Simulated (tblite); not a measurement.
# C5H7ClF2Si2: the cost of one run

The runs use tblite 0.8.0 and PySCF 2.14.0, with density-fitted response routines of our own; the level of theory stands in each step. All values are computed, except where a source is named. Atoms are numbered from 0 throughout.

## 1. The molecule as given

17 atoms, charge 0, multiplicity 1; geometry from: force field or distance geometry start.

Bonds of the start (Å): F0–C1 1.35, C1–F2 1.35, C1–C3 1.45, C3–C4 1.21, C4–C5 1.45, C5–Si6 2.27, Si6–C7 1.78, C7–Si8 1.88, Si8–Cl9 2.06, C7–C5 1.46, C1–H10 1.10, C5–H11 1.09, Si6–H12 1.48, Si6–H13 1.48, C7–H14 1.09, Si8–H15 1.48, Si8–H16 1.49.

## 2. Geometry optimisation with GFN2-xTB

What the job is given:

```
{"job": {"kind": "relax", "xc": "GFN2-xTB", "basis": "xTB"}, "charge": 0, "multiplicity": 1}
F      2.558100     2.512000     1.033500
C      2.966300     1.242300     0.842200
F      3.688700     1.218900    -0.302400
C      1.810300     0.370800     0.710100
C      0.853300    -0.357600     0.618900
C     -0.302300    -1.222600     0.511200
Si    -0.829100    -1.115800    -1.692600
C     -1.564600    -0.809600    -0.105500
Si    -2.197200     0.945900     0.098000
Cl    -3.942500     1.137100    -0.975200
H      3.626800     0.955800     1.675800
H     -0.096900    -2.291200     0.581000
H     -0.580800    -2.530700    -2.048900
H      0.209700    -0.185600    -2.194500
H     -2.404600    -1.462900     0.129200
H     -1.256400     1.965800    -0.408100
H     -2.546000     1.219300     1.517400
```

The run is started by

```sh
$ OMP_NUM_THREADS=1 python probes_run.py task.json out
```

This one command runs all jobs of the session in turn.

Q: Estimate the wall time of this first job on 1 thread of Arm Neoverse V1, shared host.

About 1.6 s.
